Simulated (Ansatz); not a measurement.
This script makes cell relaxations under several functionals of Al, space group P6_3/mmc with Ansatz's Python interface.

The script, `lattice_al.py`:
```python
import warnings

import ansatz
import numpy as np

def edges_and_angles(cell):
    cell = np.asarray(cell)
    a, b, c = np.linalg.norm(cell, axis=1)
    cosines = cell[1] @ cell[2] / (b * c), cell[0] @ cell[2] / (a * c), cell[0] @ cell[1] / (a * b)
    return (a, b, c, *np.degrees(np.arccos(cosines)))

warnings.simplefilter('ignore', ansatz.DeckWarning)

xtal = (
    ansatz.Lattice.from_parameters(2.82707702, 2.82707702, 9.18599307, alpha=90, beta=90, gamma=120)
    .space_group(194)
    .atom('Al', [0.0, 0.0, 0.0])
    .atom('Al', [1 / 3, 2 / 3, 0.25])
)

setup = (
    xtal.calculation()
    .basis(420)
    .occupations('Marzari-Vanderbilt', width=0.1)
    .kpoints(length=22)
    .relax(cell=True)
)

levels = [('lda', 'none'), ('blyp', 'd3bj'), ('pbesol', 'd3bj')]
print('level            a       b       c    alpha   beta  gamma  V/atom  steps')
for name, dispersion in levels:
    seen = []
    run = setup.functional(name, dispersion=dispersion).session().plan()
    outcome = run.execute(on_event=lambda e: seen.append(e) if e['event'] == 'relax_step' else None)
    cell = outcome.lattice.cell_ang
    label = name if dispersion == 'none' else f'{name}+{dispersion}'
    print('{:13s} {:7.4f} {:7.4f} {:7.4f} {:6.2f} {:6.2f} {:6.2f}'.format(label, *edges_and_angles(cell)), f'{abs(np.linalg.det(cell)) / len(outcome.lattice.sites):7.3f} {len(seen):5d}')
```

Rank the levels of theory by the volume of the relaxed cell.

From smallest to largest: BLYP+D3BJ (15.49 Å³ an atom, -2.5 % against the start), PBEsol+D3BJ (15.57 Å³ an atom, -2.0 % against the start) and LDA (15.82 Å³ an atom, -0.5 % against the start). The spread is 2.1 % in volume.

The run itself:

```console
$ python lattice_al.py
level            a       b       c    alpha   beta  gamma  V/atom  steps
lda            2.8458  2.8458  9.0246  90.00  90.00 120.00  15.823     5
blyp+d3bj      2.8280  2.8280  8.9479  90.00  90.00 120.00  15.493     5
pbesol+d3bj    2.8304  2.8304  8.9767  90.00  90.00 120.00  15.570     6
```

Reading the output:
- Forces vanish by symmetry, so the ions can't move, and the end may be a saddle.
- BLYP and dispersion corrections can be off by several per cent in the lattices of metals, and by several GPa in the pressure at a fixed cell.
- The mesh is modest for a metal, so energies can be off by several to tens of meV an atom and pressures by half a GPa or more; differences at equal mesh fare better.
- This isn't the structure that Al takes at ambient conditions.
- Finished in 14 s on 1 thread of Intel(R) Xeon(R) Processor @ 2.30GHz (shared host), peak memory 0.51 GiB.
